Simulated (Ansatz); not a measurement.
# ScSi2H8NO2: ionisation energy by level of theory

How much energy removes an electron from ScSi2H8NO2 at fixed geometry? The cation is run at each level and the neutral's energy taken from earlier runs.

Program: Ansatz 0.2.0, Gaussian basis. Level of theory: unrestricted cation, the program's frozen cores in correlated methods. These are calculated values, not measurements.

The runs, in order: UKS PBE-D4/def2-TZVPP; UKS r2SCAN-D4/def2-TZVPP; UKS PBE0-D4/def2-TZVPP; UKS B3LYP-D4/def2-TZVPP; UKS wB97X-V/def2-TZVPP; UKS wB97M-V/def2-TZVPP; UKS B2PLYP/def2-TZVPP; UHF-CCSD(T)/def2-TZVPP; UHF-MP2/def2-QZVPP; extrapolation to the limit; then −ε(HOMO) from the neutral's earlier runs with LDA (SPW92), PBE-D4, revPBE-D4, BLYP-D4, r2SCAN-D4, B97M-V, PBE0-D4, B3LYP-D4, r2SCANh-D4, r2SCAN0-D4, HSE06-D4, BHLYP-D4, CAM-B3LYP-D4, LC-ωPBE, ωB97X-V, ωB97M-V.

### 1 Structure used throughout

The geometry comes from an earlier relaxation with PBE0-D4/def2-TZVP; it is a stationary point, not always the lowest conformer.

14 atoms, charge 0, spin multiplicity 1.

Atoms are counted from 1 here; the program's logs count them from 0.

Bond lengths: N1–Sc2 1.975 Å, N1–H7 1.012 Å, N1–H8 1.012 Å, Sc2–O3 1.898 Å, Sc2–O5 1.898 Å, O3–Si4 1.627 Å, Si4–H9 1.490 Å, Si4–H10 1.490 Å, Si4–H11 1.490 Å, O5–Si6 1.627 Å, Si6–H12 1.490 Å, Si6–H13 1.490 Å, Si6–H14 1.490 Å. Angles: Sc2–N1–H7 126.2°, Sc2–N1–H8 126.4°, H7–N1–H8 107.4°, N1–Sc2–O3 118.0°, N1–Sc2–O5 117.9°, O3–Sc2–O5 124.2°, Sc2–O3–Si4 176.0°, O3–Si4–H9 110.9°, O3–Si4–H10 110.5°, O3–Si4–H11 110.5°, H9–Si4–H10 108.3°, H9–Si4–H11 108.2°, H10–Si4–H11 108.3°, Sc2–O5–Si6 176.0°, O5–Si6–H12 110.6°, O5–Si6–H13 110.9°, O5–Si6–H14 110.5°, H12–Si6–H13 108.2° and more.

### 2 Cation, UKS PBE-D4/def2-TZVPP

Input file in.yaml:

```yaml
crystal:
  periodic: [false, false, false]
  atoms:
    - {symbol: N, position_ang: [-1.715397, -2.084573, 0.238008]}
    - {symbol: Sc, position_ang: [-0.464726, -0.565944, 0.064918]}
    - {symbol: O, position_ang: [1.366731, -0.952638, -0.251536]}
    - {symbol: Si, position_ang: [2.957299, -1.173759, -0.512894]}
    - {symbol: O, position_ang: [-1.171239, 1.188676, 0.225287]}
    - {symbol: Si, position_ang: [-1.675052, 2.731785, 0.335138]}
    - {symbol: H, position_ang: [-2.711579, -2.023127, 0.407308]}
    - {symbol: H, position_ang: [-1.479183, -3.066947, 0.174603]}
    - {symbol: H, position_ang: [3.634496, 0.122351, -0.797265]}
    - {symbol: H, position_ang: [3.601679, -1.785854, 0.682527]}
    - {symbol: H, position_ang: [3.174684, -2.077848, -1.676617]}
    - {symbol: H, position_ang: [-2.774065, 2.854316, 1.333205]}
    - {symbol: H, position_ang: [-0.560387, 3.624680, 0.758634]}
    - {symbol: H, position_ang: [-2.183262, 3.208882, -0.981327]}
basis:
  gaussian: {orbitals: def2-TZVPP}
total_charge: 1
magnetization: {spin_polarized: true, initial_magnetization: 1}
hamiltonian: {xc: pbe, dispersion: d4}
```

Launch:

```
$ ansatz run in.yaml --threads 2 --pin off --events-out ev --progress --plain --max-ram 32768MiB --backend cuda --devices 0, --max-vram 18GiB
```

The runs that follow: Cation, UKS r2SCAN-D4/def2-TZVPP; Cation, UKS PBE0-D4/def2-TZVPP; Cation, UKS B3LYP-D4/def2-TZVPP; Cation, UKS wB97X-V/def2-TZVPP; Cation, UKS wB97M-V/def2-TZVPP; Cation, UKS B2PLYP (frozen core)/def2-TZVPP; Cation, UHF-CCSD(T)/def2-TZVPP; Cation, UHF-MP2/def2-QZVPP.

Before running them: what should the planned runs give, taken together? Wanted: ionisation energy, CCSD(T)/CBS; nearest functional by difference; nearest −ε(HOMO); −ε(HOMO) of PBE; T1 of the cation.

**Answer**, as computed:

```
                        quantity               value
  ionisation energy, CCSD(T)/CBS             9.66 eV
nearest functional by difference  ωB97M-V (-0.08 eV)
                nearest −ε(HOMO)  ωB97M-V (+0.09 eV)
                 −ε(HOMO) of PBE             6.05 eV
                T1 of the cation               0.016
```

Energy differences with functionals land within 0.78 eV of the reference. The PBE orbital energy is 3.6 eV too small: a semilocal HOMO is no ionisation energy. Among orbital estimates ωB97M-V comes nearest. Hartree-Fock falls 1.62 eV short, as the neutral has more correlation energy than the cation. The cation may have settled in a state other than its lowest; no search over hole states beyond the program's own was made. Correlated methods include outer-core shells of Sc, which these sets cover unevenly.
